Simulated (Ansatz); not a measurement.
# CH₂BClO: taking an electron away

An exercise on one series of results from a longer session: the logs are not shown, and one member is left open.

Computed with Ansatz 0.2.0, Gaussian basis. Level: unrestricted cation, the program's frozen cores in correlated methods.

Plan: UKS PBE-D4/def2-TZVPP; UKS r2SCAN-D4/def2-TZVPP; UKS PBE0-D4/def2-TZVPP; UKS B3LYP-D4/def2-TZVPP; UKS wB97X-V/def2-TZVPP; UKS wB97M-V/def2-TZVPP; UKS B2PLYP/def2-TZVPP; UHF-CCSD(T)/def2-TZVPP; UHF-MP2/def2-QZVPP; extrapolation to the limit; then −ε(HOMO) from the neutral's earlier runs with LDA (SPW92), PBE-D4, revPBE-D4, BLYP-D4, r2SCAN-D4, B97M-V, PBE0-D4, B3LYP-D4, r2SCANh-D4, r2SCAN0-D4, HSE06-D4, BHLYP-D4, CAM-B3LYP-D4, LC-ωPBE, ωB97X-V, ωB97M-V.

## The relaxed structure

An earlier PBE0-D4 in a triple-zeta def2 set relaxation fixed the geometry.

SMILES `O=CBCl`, 6 atoms, charge 0, spin multiplicity 1.

Atoms are counted from 1 here; the program's logs count them from 0.

Bond lengths: O1–C2 1.210 Å, C2–B3 1.583 Å, C2–H5 1.114 Å, B3–Cl4 1.733 Å, B3–H6 1.189 Å. Angles: O1–C2–B3 117.4°, O1–C2–H5 120.1°, B3–C2–H5 122.4°, C2–B3–Cl4 117.8°, C2–B3–H6 122.5°, Cl4–B3–H6 119.6°.

The first run:

in.yaml

```yaml
crystal:
  periodic: [false, false, false]
  atoms:
    - {symbol: O, position_ang: [0.692693, 1.603462, 0.215451]}
    - {symbol: C, position_ang: [-0.023506, 0.779707, -0.306548]}
    - {symbol: B, position_ang: [-0.097489, -0.651571, 0.364969]}
    - {symbol: Cl, position_ang: [0.517046, -1.998444, -0.535892]}
    - {symbol: H, position_ang: [-0.551848, 1.020449, -1.257255]}
    - {symbol: H, position_ang: [-0.494796, -0.817603, 1.473175]}
basis:
  gaussian: {orbitals: def2-TZVPP}
total_charge: 1
magnetization: {spin_polarized: true, initial_magnetization: 1}
hamiltonian: {xc: pbe, dispersion: d4}
```

Command:

```bash
$ ansatz run in.yaml --threads 2 --pin off --events-out ev --progress --plain --max-ram 4352MiB
```

Among the steps run: Cation, UKS PBE-D4/def2-TZVPP; Cation, UKS r2SCAN-D4/def2-TZVPP; Cation, UKS PBE0-D4/def2-TZVPP; Cation, UKS B3LYP-D4/def2-TZVPP; Cation, UKS wB97X-V/def2-TZVPP; Cation, UKS wB97M-V/def2-TZVPP; Cation, UKS B2PLYP (frozen core)/def2-TZVPP; Cation, UHF-CCSD(T)/def2-TZVPP; Cation, UHF-MP2/def2-QZVPP.

One of the session's tables, all rows but one given; the rest of the session is left out.

For comparison, −ε(HOMO) of the neutral from earlier runs:

```
  functional  −ε(HOMO) (eV)
 LDA (SPW92)           6.04
      PBE-D4           5.92
   revPBE-D4           5.87
     BLYP-D4           5.85
   r2SCAN-D4           6.21
      B97M-V           6.36
     PBE0-D4           7.46
    B3LYP-D4           7.24
  r2SCANh-D4           6.79
  r2SCAN0-D4           7.67
    HSE06-D4           7.05
    BHLYP-D4           8.99
CAM-B3LYP-D4              ?
     LC-ωPBE          10.21
     ωB97X-V           9.90
     ωB97M-V           9.81
```

**Question.** Estimate the row for CAM-B3LYP-D4.

The run gave: −ε(HOMO) (eV): 8.92. In the column «−ε(HOMO) (eV)» it lies between r2SCAN0-D4 (7.67) and BHLYP-D4 (8.99).
